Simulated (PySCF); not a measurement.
# Ways to converge the SCF of HgCl⁻

Do solver options change the result for HgCl⁻, or only the number of cycles?

Computed with PySCF 2.14.0. Level: each script names its method and basis.

7 further runs of the same task are left out: 1 for a known fault of the program, 6 that didn't finish.

### 1 Where the work starts

HgCl⁻: 2 atoms, charge -1, spin multiplicity 1.

Bond lengths: Hg1–Cl2 2.388 Å.

### 2 The run that the others are compared with

File input.py:

```python
from pyscf import gto, scf

mol = gto.M(
    atom='Hg 0 0 0; Cl 0 0 2.388',
    basis='lanl2dz',
    ecp={'Hg': 'lanl2dz', 'Cl': 'lanl2dz'},
    charge=-1,
    spin=0,
    symmetry=True,
    verbose=4,
)
mf = scf.RHF(mol)
mf.kernel()
mf.dip_moment()
print('orbital energies (hartree):', mf.mo_energy[..., max(0, mol.nelec[1]-3):mol.nelec[0]+3].round(4))
```

Run with:

```bash
$ OMP_NUM_THREADS=1 python input.py
```

The log of this run is left out.

Base result: E(SCF) = -56.156934 Eh, 9 cycles.

The bond length is a typed value, not an optimised one. The dipole of an ion depends on the origin.

### 3 Level shift 0.3 hartree

Run 1 changes level shift: none → 0.3 hartree.

File input.py:

```python
from pyscf import gto, scf

mol = gto.M(
    atom='Hg 0 0 0; Cl 0 0 2.388',
    basis='lanl2dz',
    ecp={'Hg': 'lanl2dz', 'Cl': 'lanl2dz'},
    charge=-1,
    spin=0,
    symmetry=True,
    verbose=4,
)
mf = scf.RHF(mol)
mf.level_shift = 0.3
mf.kernel()
mf.dip_moment()
print('orbital energies (hartree):', mf.mo_energy[..., max(0, mol.nelec[1]-3):mol.nelec[0]+3].round(4))
```

Run with:

```bash
$ OMP_NUM_THREADS=1 python input.py
```

### 4 Damping 0.95

Run 2 changes damping: none → 0.95.

Edit input.py of step 2 so:

```diff
@@ -12,2 +12,4 @@
 mf = scf.RHF(mol)
+mf.damp = 0.95
+mf.diis_start_cycle = 8
 mf.kernel()
```

### 5 Level shift 1 hartree

Run 3 changes level shift: none → 1 hartree.

Edit input.py of step 2 so:

```diff
@@ -12,2 +12,3 @@
 mf = scf.RHF(mol)
+mf.level_shift = 1.0
 mf.kernel()
```

### 6 Convergence threshold 1e-11 hartree

Run 4 changes convergence threshold: default → 1e-11 hartree.

Edit input.py of step 2 so:

```diff
@@ -12,2 +12,3 @@
 mf = scf.RHF(mol)
+mf.conv_tol = 1e-11
 mf.kernel()
```

### 7 Damping 0.2

Run 5 changes damping: none → 0.2.

Edit input.py of step 2 so:

```diff
@@ -12,2 +12,4 @@
 mf = scf.RHF(mol)
+mf.damp = 0.2
+mf.diis_start_cycle = 8
 mf.kernel()
```

### 8 Initial guess 1e

Run 6 changes initial guess: minao → 1e.

Edit input.py of step 2 so:

```diff
@@ -12,2 +12,3 @@
 mf = scf.RHF(mol)
+mf.init_guess = '1e'
 mf.kernel()
```

What does the calculation give? Wanted: for each run, E(SCF); from base; gap.

**Answer**, as computed:

```tsv
run	E(SCF) (hartree)	from base (eV)	cycles	gap (eV)
base	-56.156934	0	9	7.68
level shift 0.3 hartree	-56.156934	0.0000	15	7.68
damping 0.95	-56.156934	0.0000	15	7.68
level shift 1 hartree	-56.156934	0.0000	33	7.68
convergence threshold 1e-11 hartree	-56.156934	0.0000	10	7.68
damping 0.2	-56.156934	0.0000	11	7.68
initial guess 1e	-56.156934	0.0000	11	7.68
```

Distance from each run's final energy (log10 hartree) by cycle:

```tsv
run	cycle 1	cycle 2	cycle 3	cycle 5	cycle 8	cycle 12
base	-1.0	-2.0	-3.6	-6.1	-9.9	done
level shift 0.3 hartree	-1.0	-2.2	-2.6	-3.5	-5.3	-7.9
damping 0.95	-1.0	-1.1	-1.1	-1.3	-2.5	-6.9
level shift 1 hartree	-0.2	-1.0	-1.5	-2.1	-2.8	-3.8
convergence threshold 1e-11 hartree	-1.0	-2.0	-3.6	-6.1	-9.9	done
damping 0.2	-1.0	-2.4	-3.4	-4.7	-6.5	done
initial guess 1e	0.8	0.3	-0.5	-2.6	-6.1	done
```

In words: The SCF energy stays the same, to the digits that matter, with level shift 0.3 hartree or damping 0.95 or level shift 1 hartree or convergence threshold 1e-11 hartree or damping 0.2 or initial guess 1e. The base needs 9 cycles and the run with level shift 1 hartree needs 33.
